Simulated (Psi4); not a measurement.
# InHCl (SMILES [Cl][InH]) at 6 levels

Aim: a comparison of 6 runs (UHF/LANL2DZ, UHF/def2-TZVP, U-r2SCAN/STO-3G, U-revTPSSh-D4/STO-3G, USOGGA11/def2-QZVPP) of InHCl. 

The results are computed with Psi4 1.11.

7 further runs of the same task are left out: 2 that didn't finish, 5 set aside as unsound or not needed.

## Step 1: The system as given

The species is InHCl (3 atoms), meant as a doublet with charge 0. As SMILES, `[Cl][InH]`. Geometry: relaxed at PBE0-D4/def2-TZVP.

Bond lengths: Cl1–In2 2.365 Å, In2–H3 1.773 Å. Angles: Cl1–In2–H3 115.3°.

## Step 2: The response to a field at UHF/LANL2DZ (density fitting, core potential, Cartesian functions) (run 1)

File input.dat:

```
memory 1.6 GB

molecule m {
  0 2
  Cl    -1.649800     0.396800    -0.867400
  In     0.409500     0.542400     0.286100
  H      1.229400    -1.003900     0.568100
  units angstrom
  symmetry c1
  no_reorient
  no_com
}

set {
  reference uhf
  diis_max_vecs 20
}

properties("scf/LANL2DZ", properties=['dipole_polarizabilities'])
```

The run is started by

```sh
$ psi4 -n 1 input.dat output.dat
```

output.dat:

```text
[...]
    !!!  WARNING: ECP capability is in beta. Please check occupations closely.  !!!
[...]
  Running in c1 symmetry.
[...]
  Nuclear repulsion =    6.650303654218347
[...]
  Multiplicity = 2
[...]
  Nalpha       = 6
  Nbeta        = 5
[...]
    Number of basis functions: 18
[...]
   @DF-UHF iter   1:   -17.03466369970167   -1.74225e+00   1.49353e-02 DIIS/ADIIS
[...]
   @DF-UHF iter  10:   -17.10428651779511   -1.30254e-08   9.58629e-07 DIIS
[...]
   @S^2 Observed:                7.661732761E-01
[...]
    Orbital Energies [Eh]
    ---------------------
    Alpha Occupied:
       1A     -1.027578     2A     -0.565386     3A     -0.469970
       4A     -0.432723     5A     -0.432524     6A     -0.326784
    Alpha Virtual:
       7A      0.000648     8A      0.078417     9A      0.138152
      10A      0.248884    11A      0.264350    12A      0.305741
      13A      0.949493    14A      0.959823    15A      1.008493
      16A      1.222374    17A      6.206105    18A     11.567818
    Beta Occupied:
[...]
  @DF-UHF Final Energy:   -17.10428651779511
   => Energetics <=
    Nuclear Repulsion Energy =              6.6503036542183471
    One-Electron Energy =                 -41.4415236781992604
    Two-Electron Energy =                  17.6869335061858024
    Total Energy =                        -17.1042865177951100
  UHF NO Occupations:
  HONO-2 :    4  A 1.9996097
  HONO-1 :    5  A 1.9923916
[...]
 Multipole Moments:
 ------------------------------------------------------------------------------------
     Multipole            Electronic (a.u.)      Nuclear  (a.u.)        Total (a.u.)
 ------------------------------------------------------------------------------------
 L = 1.  Multiply by 2.5417464519 to convert [e a0] to [Debye]
 Dipole X            :         18.6054901          -17.1789333            1.4265568
 Dipole Y            :         -6.0211473            6.4267696            0.4056223
 Dipole Z            :          9.6112700           -8.7785337            0.8327363
 Magnitude           :                                                    1.7008949
[...]
```

It took 1.6 s on 1 thread of Intel Xeon 6975P-C (Granite Rapids), shared host; peak memory 0.19 GiB.

## Step 3: Energy and gradient at UHF/def2-TZVP (core potential) (run 2)

File input.json:

```json
{
  "schema_name": "qcschema_input",
  "schema_version": 1,
  "molecule": {
    "schema_name": "qcschema_molecule",
    "schema_version": 2,
    "symbols": ["Cl", "In", "H"],
    "geometry": [-3.11767016, 0.74984333, -1.63914844, 0.77384285, 1.02498745, 0.54065064, 2.3232293, -1.89709606, 1.07355341],
    "molecular_charge": 0,
    "molecular_multiplicity": 2,
    "fix_symmetry": "c1"
  },
  "driver": "gradient",
  "model": {
    "method": "hf",
    "basis": "def2-TZVP"
  },
  "keywords": {
    "reference": "uhf",
    "puream": true,
    "e_convergence": 1e-09,
    "d_convergence": 1e-08,
    "scf_type": "pk",
    "maxiter": 200
  }
}
```

The run is started by

```sh
$ psi4 --qcschema input.json -n 1 --memory 1600MB
```

stdout:

```text
[...]
    !!!  WARNING: ECP capability is in beta. Please check occupations closely.  !!!
[...]
  Running in c1 symmetry.
[...]
  Nuclear repulsion =   88.717601216330223
[...]
  Multiplicity = 2
[...]
  Nalpha       = 20
  Nbeta        = 19
[...]
    Number of basis functions: 93
[...]
   @UHF iter   1:  -649.27744560569226   -1.14477e+00   4.02092e-03 DIIS/ADIIS
[...]
   @UHF iter  15:  -649.33725921487553   -7.04858e-12   6.31556e-09 DIIS
[...]
   @S^2 Observed:                7.682427987E-01
[...]
    Orbital Energies [Eh]
    ---------------------
    Alpha Occupied:
       1A   -104.792651     2A    -10.521147     3A     -7.989191
       4A     -7.986582     5A     -7.986564     6A     -5.414625
       7A     -3.673032     8A     -3.668346     9A     -3.664490
      10A     -1.084685    11A     -1.058814    12A     -1.057055
      13A     -1.053838    14A     -1.051223    15A     -1.013596
      16A     -0.564865    17A     -0.469864    18A     -0.438292
      19A     -0.437224    20A     -0.322336
    Alpha Virtual:
      21A      0.005467    22A      0.063223    23A      0.093552
      24A      0.131099    25A      0.161466    26A      0.178504
[...]
  @UHF Final Energy:  -649.33725921487553
   => Energetics <=
    Nuclear Repulsion Energy =             88.7176012163302232
    One-Electron Energy =               -1148.0745976095736296
    Two-Electron Energy =                 410.0197371783679046
    Total Energy =                       -649.3372592148755302
  UHF NO Occupations:
  HONO-2 :   18  A 1.9993575
  HONO-1 :   19  A 1.9921076
[...]
 Multipole Moments:
 ------------------------------------------------------------------------------------
     Multipole            Electronic (a.u.)      Nuclear  (a.u.)        Total (a.u.)
 ------------------------------------------------------------------------------------
 L = 1.  Multiply by 2.5417464519 to convert [e a0] to [Debye]
 Dipole X            :         35.5093336          -34.3160511            1.1932826
 Dipole Y            :          4.6507506           -4.3716373            0.2791134
 Dipole Z            :          0.0000004            0.0000000            0.0000004
 Magnitude           :                                                    1.2254907
[...]
  -Total Gradient:
     Atom            X                  Y                   Z
    ------   -----------------  -----------------  -----------------
       1        0.002150555308     0.000269910813    -0.000000005683
       2       -0.003431214019     0.001682051507     0.000000016939
       3        0.001280658709    -0.001951962319    -0.000000011256
[...]
```

The result, in JSON:

```text
{
 "driver": "gradient",
 "model": {
  "method": "hf",
  "basis": "def2-TZVP"
 },
 "success": true,
 "return_result": [0.002150555307780855, 0.0002699108130381385, -5.683391007918576e-09, -0.003431214018905948, 0.0016820515065296415, 1.693935274993133e-08, 0.0012806587087712817, -0.0019519623186105839, -1.1255961742021074e-08],
 "properties": {
  "calcinfo_nbasis": 93,
  "calcinfo_nmo": 93,
  "calcinfo_nalpha": 20,
  "calcinfo_nbeta": 19,
  "calcinfo_natom": 3,
  "nuclear_repulsion_energy": 88.71760121633022,
  "return_energy": -649.3372592148755,
  "return_gradient": [0.002150555307780855, 0.0002699108130381385, -5.683391007918576e-09, -0.003431214018905948, 0.0016820515065296415, 1.693935274993133e-08, 0.0012806587087712817, -0.0019519623186105839, -1.1255961742021074e-08],
  "scf_one_electron_energy": -1148.0745976095736,
  "scf_two_electron_energy": 410.0197371783679,
  "scf_dipole_moment": [1.1932825732900838, 0.2791133513835806, 4.0263560891393363e-07],
  "scf_total_energy": -649.3372592148755,
  "scf_total_gradient": [0.002150555307780855, 0.0002699108130381385, -5.683391007918576e-09, -0.003431214018905948, 0.0016820515065296415, 1.693935274993133e-08, 0.0012806587087712817, -0.0019519623186105839, -1.1255961742021074e-08],
  "scf_iterations": 15
 }
}
```

Run time: 7.2 s. Hardware: 1 thread of Intel Xeon 6975P-C (Granite Rapids), shared host; peak memory 0.36 GiB.

Runs 3 to 4 aren't shown in full; the table further down has their settings and results.

## Step 4: The energy at U-revTPSSh-D4/STO-3G (sfX2C) (run 5)

File clhin.dat:

```
memory 1600 mb

molecule {
  0 2
  Cl    -3.11767016     0.74984333    -1.63914844
  In     0.77384285     1.02498745     0.54065064
  H      2.32322930    -1.89709606     1.07355341
  units au
}

set {
  basis        STO-3G
  reference    uks
  scf_type     pk
  relativistic x2c
}

energy('revtpssh-d4')
```

The run is started by

```sh
$ psi4 -n 1 clhin.dat clhin.out
```

clhin.out:

```text
[...]
  Running in cs symmetry.
[...]
  Nuclear repulsion =  203.589380904470801
[...]
  Multiplicity = 2
[...]
  Nalpha       = 34
  Nbeta        = 33
[...]
    Number of basis functions: 37
[...]
    WARNING: The X2C and Dirac Hamiltonians have substatially different eigenvalues!
             This is probably caused by the recontraction of the basis set.
[...]
   @UKS iter   1: -6236.59282427989729   -2.00269e+00   1.74011e-02 DIIS/ADIIS
[...]
   @UKS iter   8: -6236.84244472663340   -9.28321e-09   4.47668e-07 DIIS
[...]
   @S^2 Observed:                7.532399845E-01
[...]
    Orbital Energies [Eh]
    ---------------------
    Alpha Occupied:
       1Ap  -997.848128     2Ap  -151.703828     1App -137.075689
       3Ap  -137.075051     4Ap  -137.074460     5Ap  -100.560434
       6Ap   -28.559418     2App  -23.718077     7Ap   -23.713935
       8Ap   -23.712960     9Ap   -15.435891     3App  -15.434619
       4App  -15.433622    10Ap   -15.431257    11Ap   -15.430905
      12Ap    -9.177048    13Ap    -6.840032     5App   -6.830497
      14Ap    -6.829688    15Ap    -3.807190     6App   -2.518606
      16Ap    -2.509351    17Ap    -2.505570    18Ap    -0.672204
      19Ap    -0.319689    20Ap    -0.274053    21Ap    -0.227888
       7App   -0.227275    22Ap    -0.220481     8App   -0.217956
      23Ap    -0.197993     9App   -0.189428    24Ap    -0.175125
      25Ap    -0.103696
[...]
  @UKS Final Energy: -6236.84244472663340
   => Energetics <=
    Nuclear Repulsion Energy =            203.5893809044708007
    One-Electron Energy =               -9005.2767406395196303
    Two-Electron Energy =                2730.8044213550206223
    DFT Exchange-Correlation Energy =    -165.9577849754048771
    Empirical Dispersion Energy =          -0.0017213711996317
    VV10 Nonlocal Energy =                  0.0000000000000000
    Total Energy =                      -6236.8424447266343122
[...]
 Multipole Moments:
 ------------------------------------------------------------------------------------
     Multipole            Electronic (a.u.)      Nuclear  (a.u.)        Total (a.u.)
 ------------------------------------------------------------------------------------
 L = 1.  Multiply by 2.5417464519 to convert [e a0] to [Debye]
 Dipole X            :          6.8744241           -5.6728222            1.2016019
 Dipole Y            :          2.3478371           -2.0287124            0.3191247
 Dipole Z            :          0.0000000            0.0000000            0.0000000
 Magnitude           :                                                    1.2432569
[...]
```

It took 4.5 s on 1 thread of Intel Xeon 6975P-C (Granite Rapids), shared host; peak memory 0.31 GiB.

## Step 5: A single-point energy at USOGGA11/def2-QZVPP (density fitting, core potential) (run 6)

File run.py:

```python
import psi4

psi4.set_memory('1600 MB')
psi4.set_num_threads(1)
psi4.set_output_file('psi4.out', False)

molecule = psi4.geometry("""
0 2
Cl    -1.649800     0.396800    -0.867400
In     0.409500     0.542400     0.286100
H      1.229400    -1.003900     0.568100
""")

psi4.set_options({
    'basis': 'def2-QZVPP',
    'reference': 'uks',
    'scf_type': 'mem_df',
})

e, wfn = psi4.energy('sogga11', return_wfn=True)
print(f'sogga11 energy: {e:.10f} Eh')
for k, v in sorted(psi4.core.scalar_variables().items()):
    print(f'{k:45s} {v:18.10f}')
```

The run is started by

```sh
$ python run.py
```

psi4.out:

```text
[...]
    !!!  WARNING: ECP capability is in beta. Please check occupations closely.  !!!
[...]
  Running in cs symmetry.
[...]
  Nuclear repulsion =   88.717601164286492
[...]
  Multiplicity = 2
[...]
  Nalpha       = 20
  Nbeta        = 19
[...]
    Number of basis functions: 182
[...]
   @DF-UKS iter   1:  -650.70685421863186   -5.49267e-01   6.08620e-03 ADIIS/DIIS
[...]
   @DF-UKS iter  20:  -650.98759325830156   -2.24863e-08   6.34468e-07 DIIS
[...]
   @S^2 Observed:                7.568273957E-01
[...]
    Orbital Energies [Eh]
    ---------------------
    Alpha Occupied:
       1Ap  -100.669457     2Ap    -9.143317     3Ap    -6.980666
       1App   -6.976158     4Ap    -6.975635     5Ap    -4.498678
       2App   -2.948427     6Ap    -2.942284     7Ap    -2.938192
       8Ap    -0.739010     9Ap    -0.712639     3App   -0.711519
       4App   -0.708163    10Ap    -0.705703    11Ap    -0.681735
      12Ap    -0.379926    13Ap    -0.300411     5App   -0.273289
      14Ap    -0.269826    15Ap    -0.180232
    Alpha Virtual:
       6App   -0.099530    16Ap    -0.042646    17Ap    -0.006448
      18Ap     0.007297    19Ap     0.036581     7App    0.040526
[...]
  @DF-UKS Final Energy:  -650.98759325830156
   => Energetics <=
    Nuclear Repulsion Energy =             88.7176011642864921
    One-Electron Energy =               -1148.3262370755564916
    Two-Electron Energy =                 454.0048584222203658
    DFT Exchange-Correlation Energy =     -45.3838157692519530
    Empirical Dispersion Energy =           0.0000000000000000
    VV10 Nonlocal Energy =                  0.0000000000000000
    Total Energy =                       -650.9875932583015583
[...]
 Multipole Moments:
 ------------------------------------------------------------------------------------
     Multipole            Electronic (a.u.)      Nuclear  (a.u.)        Total (a.u.)
 ------------------------------------------------------------------------------------
 L = 1.  Multiply by 2.5417464519 to convert [e a0] to [Debye]
 Dipole X            :         35.4201756          -34.3160511            1.1041246
 Dipole Y            :          4.6774634           -4.3716373            0.3058261
 Dipole Z            :          0.0000000            0.0000000            0.0000000
 Magnitude           :                                                    1.1456966
[...]
```

Standard output:

```text
sogga11 energy: -650.9875932583 Eh
CURRENT ENERGY                                   -650.9875932583
CURRENT REFERENCE ENERGY                         -650.9875932583
DD SOLVATION ENERGY                                 0.0000000000
DFT FUNCTIONAL TOTAL ENERGY                      -650.9875932583
DFT TOTAL ENERGY                                 -650.9875932583
DFT VV10 ENERGY                                     0.0000000000
DFT XC ENERGY                                     -45.3838157693
GRID ELECTRONS ALPHA                               20.0000011098
GRID ELECTRONS BETA                                19.0000011161
GRID ELECTRONS TOTAL                               39.0000022260
NUCLEAR REPULSION ENERGY                           88.7176011643
ONE-ELECTRON ENERGY                             -1148.3262370756
PCM POLARIZATION ENERGY                             0.0000000000
PE ENERGY                                           0.0000000000
SCF ITERATION ENERGY                             -650.9875932583
SCF ITERATIONS                                     20.0000000000
SCF TOTAL ENERGY                                 -650.9875932583
TWO-ELECTRON ENERGY                               454.0048584222
XC GRID RADIAL POINTS                              75.0000000000
XC GRID SPHERICAL POINTS                          302.0000000000
XC GRID TOTAL POINTS                            65915.0000000000
```

Wall time 11 s (1 thread of Intel Xeon 6975P-C (Granite Rapids), shared host); peak memory 0.59 GiB.

## Step 6: All runs side by side

```csv
run,level,task,integrals,energy (Eh),dipole moment (D),HOMO energy (eV),LUMO energy (eV),wall time
1,"UHF/LANL2DZ (density fitting, core potential, Cartesian functions)",polarizability,df,-17.104287,4.32,-8.89,-0.25,1.6 s
2,UHF/def2-TZVP (core potential),gradient,pk,-649.337259,3.11,-8.77,-0.08,7.2 s
3,U-r2SCAN/STO-3G,energy,pk,-6140.834439,3.24,-2.28,-0.16,6.3 s
4,U-revTPSSh-D4/STO-3G,energy,pk,-6139.573207,3.20,-2.62,-0.12,4.8 s
5,U-revTPSSh-D4/STO-3G (sfX2C),energy,pk,-6236.842445,3.16,-2.82,-0.35,4.5 s
6,"USOGGA11/def2-QZVPP (density fitting, core potential)",energy,mem_df,-650.987593,2.91,-4.90,-4.50,11 s
```

## Step 7: Results

| quantity | value |
| --- | --- |
| run 6: total energy | -650.98759 Eh |
| run 6: dipole moment | 2.91 D |
| run 6: HOMO energy (highest over α and β) | -4.90 eV |
| run 6: LUMO energy (lowest over α and β) | -4.50 eV |
| run 6: ⟨S²⟩ | 0.757 |

What this shows: The dipole moment (its size) runs from 2.91 D (USOGGA11/def2-QZVPP) to 4.32 D (UHF/LANL2DZ). The two ends differ in method and basis. Totals of different functionals can't be ranked against each other. Some runs of one species differ in core potentials or relativity; totals across that change don't compare. In runs 3, 4, 5 the basis is minimal, so the values are rough. In runs 3, 4 relativity is left out where basis or elements ask for it. All runs together took 36 s, the longest 11 s.
